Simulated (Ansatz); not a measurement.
This script makes an equation of state with a fit of ScB2, space group P6/mmm with the Python package of Ansatz (0.2.0).

Script `scb2.py`:
```python
"""Energy against volume for ScB2, with a fit."""

import warnings

import ansatz
import numpy as np

config = {
    "xc": "r2scan",
    "sigma": 0.1,
    "cutoff": 600,
    "kgrid": (11, 11, 8),
}

vectors0 = np.array([
    [3.15, 0.0, 0.0],
    [-1.575, 2.72798002, 0.0],
    [0.0, 0.0, 3.52],
])
sites = [
    ("Sc", (0.0, 0.0, 0.0)),
    ("B", (1 / 3, 2 / 3, 0.5)),
    ("B", (2 / 3, 1 / 3, 0.5)),
]


def make_crystal(cell):
    crystal = ansatz.Crystal(lattice=ansatz.Lattice.of(cell))
    for symbol, position in sites:
        crystal = crystal.atom(symbol, position)
    return crystal


def main() -> None:
    warnings.simplefilter("ignore", ansatz.DeckWarning)

    # scale the volume, keep shape and fractions
    volumes, energies = [], []
    for scale in np.linspace(0.9, 1.1, 9):
        cell = vectors0 * scale ** (1 / 3)
        calc = make_crystal(cell).calculation()
        calc = calc.functional(config["xc"])
        calc = calc.occupations(ansatz.OccupationsMethod.FERMI_DIRAC, width=config["sigma"]).basis(config["cutoff"])
        calc = calc.kpoints(*config["kgrid"])
        r = calc.run(threads=1).report
        volumes.append(abs(np.linalg.det(cell)) / len(sites))
        energies.append(r["free_energy_ev"] / len(sites))
        print(f"V = {volumes[-1]:8.4f} A^3/atom  F = {energies[-1]:.5f} eV/atom")

    # third-order Birch-Murnaghan: a cubic in V^(-2/3)
    x = np.array(volumes) ** (-2 / 3)
    poly = np.polynomial.Polynomial.fit(x, energies, 3).convert()
    roots = poly.deriv().roots()
    x0 = min((r.real for r in roots if abs(r.imag) < 1e-9 and poly.deriv(2)(r.real) > 0), key=lambda r: abs(r - x.mean()))
    v0 = x0 ** -1.5
    b0 = 4 / 9 * poly.deriv(2)(x0) * v0 ** (-7 / 3) * 160.21766
    b1 = 4 + 2 / 3 * x0 * poly.deriv(3)(x0) / poly.deriv(2)(x0)
    print(f"V0 = {v0:.4f} A^3/atom, B0 = {b0:.1f} GPa, dB/dP = {b1:.2f}")


if __name__ == "__main__":
    main()
```

Where does the minimum lie against the volume typed, and how stiff is the crystal?

A third-order Birch-Murnaghan fit through the 9 points has its minimum at 10.05 Å³ an atom, 0.3 % below the typed cell, with a bulk modulus of 197 GPa and dB/dP = 3.8. From that minimum the energy rises by 68.2 meV an atom on the compressed side and 56.9 meV on the expanded side.

What the script printed:

```console
$ python scb2.py
V =   9.0744 A^3/atom  F = -818.74671 eV/atom
V =   9.3264 A^3/atom  F = -818.77901 eV/atom
V =   9.5785 A^3/atom  F = -818.80032 eV/atom
V =   9.8305 A^3/atom  F = -818.81189 eV/atom
V =  10.0826 A^3/atom  F = -818.81481 eV/atom
V =  10.3347 A^3/atom  F = -818.81007 eV/atom
V =  10.5867 A^3/atom  F = -818.79853 eV/atom
V =  10.8388 A^3/atom  F = -818.78095 eV/atom
V =  11.0909 A^3/atom  F = -818.75800 eV/atom
V0 = 10.0481 A^3/atom, B0 = 197.1 GPa, dB/dP = 3.76
```

What to keep in mind:
- Total energies depend on the potentials; only differences at equal settings carry meaning.
- Spin is left out of this run.
- Shape and fractional positions are held along the curve, so the bulk modulus is an upper value where they are free to relax.
- The mesh is modest for a metal, so energies can be off by several to tens of meV an atom and pressures by half a GPa or more; differences at equal mesh fare better.
- The structure is a deposited one; some such entries were measured under pressure or heat, so a shift against it needn't be the functional's error alone.
- Timing: 44 s on 1 thread of Arm Neoverse V1, with other jobs on the host, peak memory 0.47 GiB.
